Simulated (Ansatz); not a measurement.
Below is the output of a Python script on Ansatz's Python interface that makes a convergence test of the k-point mesh of SnTe, space group Fm-3m. Write a script that gives it. Use (first run): PBE, PAW, cutoff 470 eV, 2×2×2 k-points, cold smearing of 0.02 eV. The script varies spacing (1/A): 1.0, 0.6, 0.4, 0.3.

```yaml
crystal:
  lattice:
    - [0.00000, 3.15085, 3.15085]
    - [3.15085, 0.00000, 3.15085]
    - [3.15085, 3.15085, 0.00000]
  atoms:
    - { symbol: Sn, position: [0.00000, 0.00000, 0.00000] }
    - { symbol: Te, position: [0.50000, 0.50000, 0.50000] }
```

Output of `python snte_kconv.py`:
```text
+-----------------+---------------+--------------+------------+
|   spacing (1/A) |   F/atom (eV) |   iterations |   k-points |
+=================+===============+==============+============+
|          1.0000 |    -6501.4119 |            6 |          3 |
+-----------------+---------------+--------------+------------+
|          0.6000 |    -6502.4081 |            5 |          4 |
+-----------------+---------------+--------------+------------+
|          0.4000 |    -6502.3652 |            6 |         10 |
+-----------------+---------------+--------------+------------+
|          0.3000 |    -6502.3627 |            8 |         16 |
+-----------------+---------------+--------------+------------+
1.0: +950.75 meV/atom
0.6: -45.42 meV/atom
0.4: -2.53 meV/atom  (within 5 meV)
```

The script that was run (others could print the same):

`snte_kconv.py`
```python
"""k-point test for SnTe."""

import warnings

import ansatz as az
from tabulate import tabulate


def main() -> None:
    warnings.simplefilter("ignore", az.DeckWarning)

    system = (
        az.Lattice.from_parameters(4.455975, 4.455975, 4.455975, alpha=60.0, beta=60.0, gamma=60.0)
        .atom("Sn", (0.0, 0.0, 0.0))
        .atom("Te", (0.5, 0.5, 0.5))
    )

    job = (
        system.calculation()
        .occupations(az.OccupationsMethod.COLD, width=0.02)
        .pseudopotentials("paw")
        .basis(470)
        .functional("pbe")
    )

    rows = []
    for value in [1.0, 0.6, 0.4, 0.3]:
        report = job.kpoints(spacing=value).run(threads=1, pin="off").report
        rows.append((value, report["free_energy_ev"] / len(report["lattice"]["sites"]), report["n_iterations"], report["n_kpoints"]))

    print(tabulate(rows, headers=["spacing (1/A)", "F/atom (eV)", "iterations", "k-points"], floatfmt=".4f", tablefmt="grid"))

    # differences from the last row
    for row in rows[:-1]:
        shift = 1000 * (row[1] - rows[-1][1])
        print(f"{row[0]}: {shift:+.2f} meV/atom" + ("  (within 5 meV)" if abs(shift) < 5 else ""))


if __name__ == "__main__":
    main()
```

From a spacing of 0.4 (5×5×5) on it stays within 5 meV an atom of the value at a spacing of 0.3 (6×6×6); the first row (a spacing of 1.0 (2×2×2)) is off by 950.7 meV and the last but one by 2.53 meV. That rests on few rows after larger swings, so the series isn't shown to be converged. It goes up and down, since the sum over k-points isn't variational.

Caveats:
- Of the deposited cell: the entry's cell lengths or inner coordinates differ somewhat from later room-temperature determinations.
- The structure is a deposited one; some such entries were measured under pressure or heat, so a shift against it needn't be the functional's error alone.
- Shifts are counted from the finest mesh, which is itself no proven limit.
- Timing: 3.2 s on 1 thread of Intel(R) Xeon(R) Processor @ 2.30GHz, with other jobs on the host, peak memory 0.5 GiB.
